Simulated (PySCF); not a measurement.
# C4H10BN: the cost of one run

Computed with PySCF 2.14.0, with density-fitted response routines of our own, on a single molecule in the gas phase. Atoms count from 0, in the outputs and in this text.

## 1. The molecule as given

16 atoms, charge 0, multiplicity 1; geometry from: GFN2-xTB.

Bonds of the start (Å): C0–B1 1.58, B1–N2 1.38, N2–C3 1.42, C3–C4 1.50, C4–C5 1.50, C5–C3 1.50, C0–H6 1.09, C0–H7 1.09, C0–H8 1.09, B1–H9 1.17, N2–H10 1.01, C3–H11 1.08, C4–H12 1.08, C4–H13 1.08, C5–H14 1.08, C5–H15 1.08.

## 2. Excited states and response: CAM-B3LYP/def2-SVPD

What the job is given:

```
{"job": {"kind": "uv", "xc": "CAM-B3LYP", "basis": "def2-SVPD", "nstates": 8, "ntriplets": 3}, "charge": 0, "multiplicity": 1}
C      2.840162     0.217694     0.024300
B      1.445537    -0.192727     0.655715
N      0.277163     0.043469    -0.044269
C     -1.055774    -0.250074     0.359369
C     -2.073270    -0.689078    -0.654383
C     -2.179497     0.670486    -0.021970
H      3.488982    -0.649550    -0.086951
H      3.372666     0.910840     0.673378
H      2.752142     0.686777    -0.953662
H      1.375550    -0.696286     1.714011
H      0.308411     0.475850    -0.958060
H     -1.087745    -0.708404     1.339029
H     -1.767960    -0.741524    -1.688716
H     -2.789381    -1.445974    -0.375113
H     -1.945832     1.530184    -0.632502
H     -2.968750     0.847261     0.691758
```

Method: TDDFT CAM-B3LYP/def2-SVPD, vertical, gas phase, core orbitals frozen in the response.

Run with:

```
> OMP_NUM_THREADS=1 python probes_run.py task.json out
```

This one command runs all jobs of the session in turn.

Q: Estimate the wall time and peak memory of this job on 1 thread of Arm Neoverse N1, shared host.

About 59 s, with a peak of 0.9 GiB.
